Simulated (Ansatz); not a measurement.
# AlBH₇NSi: a ladder of functionals and wavefunction methods

The task here is to estimate one member of a computed series from the others.

Computed with Ansatz 0.2.0, Gaussian basis. Level: functionals in def2-TZVPP, the program's frozen cores in correlated methods.

Levels to be run: LDA (SPW92), PBE-D4, revPBE-D4, BLYP-D4, r2SCAN-D4, B97M-V, PBE0-D4, B3LYP-D4, r2SCANh-D4, r2SCAN0-D4, HSE06-D4, BHLYP-D4, CAM-B3LYP-D4, LC-ωPBE, ωB97X-V, ωB97M-V, B2PLYP, PBE-QIDH; CCSD(T)/def2-SVP; CCSD(T)/def2-TZVPP; MP2/def2-QZVPP; extrapolation to the limit; RPA on PBE.

## The geometry

An earlier PBE0-D4 in a triple-zeta def2 set relaxation fixed the geometry.

11 atoms, charge 0, spin multiplicity 1.

Atoms are counted from 1 here; the program's logs count them from 0.

Bond lengths: B1–Al2 2.124 Å, B1–H5 1.200 Å, B1–H6 1.200 Å, Al2–N3 1.774 Å, Al2–Si4 2.464 Å, N3–H7 1.008 Å, N3–H8 1.007 Å, Si4–H9 1.493 Å, Si4–H10 1.493 Å, Si4–H11 1.493 Å. Angles: Al2–B1–H5 122.8°, Al2–B1–H6 122.7°, H5–B1–H6 114.4°, B1–Al2–N3 121.4°, B1–Al2–Si4 123.3°, N3–Al2–Si4 115.3°, Al2–N3–H7 124.0°, Al2–N3–H8 126.0°, H7–N3–H8 110.0°, Al2–Si4–H9 111.8°, Al2–Si4–H10 111.8°, Al2–Si4–H11 112.5°, H9–Si4–H10 106.3°, H9–Si4–H11 107.0°, H10–Si4–H11 107.0°.

Set-up of the first run:

in.yaml reads:

```yaml
crystal:
  periodic: [false, false, false]
  atoms:
    - {symbol: B, position_ang: [-1.581857, 1.632321, 0.525461]}
    - {symbol: Al, position_ang: [-0.089031, 0.126476, 0.393655]}
    - {symbol: N, position_ang: [0.698792, -0.523229, 1.843688]}
    - {symbol: Si, position_ang: [0.673282, -0.837913, -1.741268]}
    - {symbol: H, position_ang: [-2.752298, 1.381718, 0.612612]}
    - {symbol: H, position_ang: [-1.329390, 2.803905, 0.461209]}
    - {symbol: H, position_ang: [1.411151, -1.235667, 1.826463]}
    - {symbol: H, position_ang: [0.510597, -0.246418, 2.793721]}
    - {symbol: H, position_ang: [1.229927, 0.204288, -2.654395]}
    - {symbol: H, position_ang: [-0.443482, -1.493830, -2.484534]}
    - {symbol: H, position_ang: [1.737810, -1.868550, -1.556012]}
basis:
  gaussian: {orbitals: def2-TZVPP}
hamiltonian: {xc: lda}
output: {orbitals: {seedname: orbitals}}
```

On the command line:

```sh
$ ansatz run in.yaml --threads 2 --pin off --events-out ev --progress --plain --max-ram 4352MiB
```

Among the steps run: LDA; PBE-D4 (GGA); revPBE-D4 (GGA); BLYP-D4 (GGA); r2SCAN-D4 (meta-GGA); B97M-V (meta-GGA); PBE0-D4 (hybrid); B3LYP-D4 (hybrid); r2SCANh-D4 (hybrid); r2SCAN0-D4 (hybrid); HSE06-D4 (hybrid); BHLYP-D4 (hybrid); CAM-B3LYP-D4 (range-separated); LC-ωPBE (range-separated); ωB97X-V (range-separated); ωB97M-V (range-separated); B2PLYP (double hybrid); PBE-QIDH (double hybrid).

One of the session's tables, all rows but one given; the rest of the session is left out.

It belongs to the step «Orbital energies across the functionals». 

```
  functional  HOMO (eV)  LUMO (eV)  gap (eV)
 LDA (SPW92)      -5.99      -3.67      2.32
      PBE-D4      -5.91      -3.39      2.52
   revPBE-D4      -5.87      -3.28      2.59
     BLYP-D4      -5.77      -3.20      2.57
   r2SCAN-D4      -6.11      -3.05      3.06
      B97M-V      -6.15      -3.22      2.93
     PBE0-D4      -6.96      -2.41      4.55
    B3LYP-D4          ?          ?         ?
  r2SCANh-D4      -6.50      -2.72      3.79
  r2SCAN0-D4      -7.09      -2.22      4.87
    HSE06-D4      -6.57      -2.79      3.78
    BHLYP-D4      -7.92      -1.36      6.56
CAM-B3LYP-D4      -8.22      -1.29      6.93
     LC-ωPBE      -9.51      -0.11      9.40
     ωB97X-V      -9.19      -0.23      8.96
     ωB97M-V      -8.95      -0.52      8.44
```

Estimate the missing values for B3LYP-D4.

Worked estimate for «HOMO (eV)». Against the share of exact exchange, BLYP-D4 (0, -5.77), BHLYP-D4 (0.5, -7.92) give a slope of -4.30 per unit share; at 0.2 the line stands at -6.63.

As computed: HOMO (eV): -6.77; LUMO (eV): -2.59; gap (eV): 4.18. In «HOMO (eV)» the line misses by +0.14.
